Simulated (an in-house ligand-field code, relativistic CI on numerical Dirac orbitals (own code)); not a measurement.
# d6 in a ligand field: terms against the cubic field

Aim: the terms of a d6 shell from Racah B and C and the field, by exact diagonalisation.

The numbers are computed with an in-house ligand-field code version 1 (parametric ligand-field model of a d^n configuration (Racah B and C, spin-orbit zeta, crystal field), exact diagonalisation), except any that are marked as measured or tabulated.

**1. The atom as given**

- shell: d6
- set 1 (cm⁻¹): B = 550, C = 2110, Oh, 10Dq = 18150
- set 2 (cm⁻¹): B = 550, C = 2110, Oh, 10Dq = 19250
- set 3 (cm⁻¹): B = 550, C = 2110, Oh, 10Dq = 20350
- set 4 (cm⁻¹): B = 550, C = 2110, Oh, 10Dq = 21450
- set 5 (cm⁻¹): B = 550, C = 2110, Oh, 10Dq = 22550
- set 6 (cm⁻¹): B = 550, C = 2110, Oh, 10Dq = 23650
- set 7 (cm⁻¹): B = 550, C = 2110, Oh, 10Dq = 24750
- set 8 (cm⁻¹): B = 550, C = 2110, Oh, 10Dq = 25850

**2. Set 1**

Settings of the run:

```ini
n = 6
racah_B = 550  # cm-1
racah_C = 2110  # cm-1
zeta = 0  # cm-1
symmetry = Oh
field = {"10Dq": 18150}  # cm-1
```

**3. Set 2**

Settings of the run:

```ini
n = 6
racah_B = 550  # cm-1
racah_C = 2110  # cm-1
zeta = 0  # cm-1
symmetry = Oh
field = {"10Dq": 19250}  # cm-1
```

**4. Set 3**

Settings of the run:

```ini
n = 6
racah_B = 550  # cm-1
racah_C = 2110  # cm-1
zeta = 0  # cm-1
symmetry = Oh
field = {"10Dq": 20350}  # cm-1
```

**5. Set 4**

Settings of the run:

```ini
n = 6
racah_B = 550  # cm-1
racah_C = 2110  # cm-1
zeta = 0  # cm-1
symmetry = Oh
field = {"10Dq": 21450}  # cm-1
```

**6. Set 5**

Settings of the run:

```ini
n = 6
racah_B = 550  # cm-1
racah_C = 2110  # cm-1
zeta = 0  # cm-1
symmetry = Oh
field = {"10Dq": 22550}  # cm-1
```

**7. Set 6**

Settings of the run:

```ini
n = 6
racah_B = 550  # cm-1
racah_C = 2110  # cm-1
zeta = 0  # cm-1
symmetry = Oh
field = {"10Dq": 23650}  # cm-1
```

**8. Set 7**

Settings of the run:

```ini
n = 6
racah_B = 550  # cm-1
racah_C = 2110  # cm-1
zeta = 0  # cm-1
symmetry = Oh
field = {"10Dq": 24750}  # cm-1
```

**9. Set 8**

Settings of the run:

```ini
n = 6
racah_B = 550  # cm-1
racah_C = 2110  # cm-1
zeta = 0  # cm-1
symmetry = Oh
field = {"10Dq": 25850}  # cm-1
```

(Steps that only read results are left out.)

**Question.** What will these runs give? Wanted: lowest terms; sets at their largest spin, of those that allow S over 1.

As calculated:

| set | 10Dq/B (size) | lowest | S | electrons in z² and x²-y² | first level of the same spin (cm⁻¹) |
| --- | --- | --- | --- | --- | --- |
| 1: Oh | 33.0 | 1A1 | 0.00 | 0.04 | 1T1 16761 |
| 2: Oh | 35.0 | 1A1 | 0.00 | 0.03 | 1T1 17839 |
| 3: Oh | 37.0 | 1A1 | 0.00 | 0.03 | 1T1 18917 |
| 4: Oh | 39.0 | 1A1 | 0.00 | 0.03 | 1T1 19997 |
| 5: Oh | 41.0 | 1A1 | 0.00 | 0.03 | 1T1 21079 |
| 6: Oh | 43.0 | 1A1 | 0.00 | 0.03 | 1T1 22161 |
| 7: Oh | 45.0 | 1A1 | 0.00 | 0.02 | 1T1 23244 |
| 8: Oh | 47.0 | 1A1 | 0.00 | 0.02 | 1T1 24328 |

| quantity | value |
| --- | --- |
| lowest terms | 1: 1A1, 2: 1A1, 3: 1A1, 4: 1A1, 5: 1A1, 6: 1A1, 7: 1A1, 8: 1A1 |
| sets at their largest spin, of those that allow S over 1 | none |

What this shows: The lowest term stays 1A1 over this range. B, C and the field are free parameters here, not those of a compound.
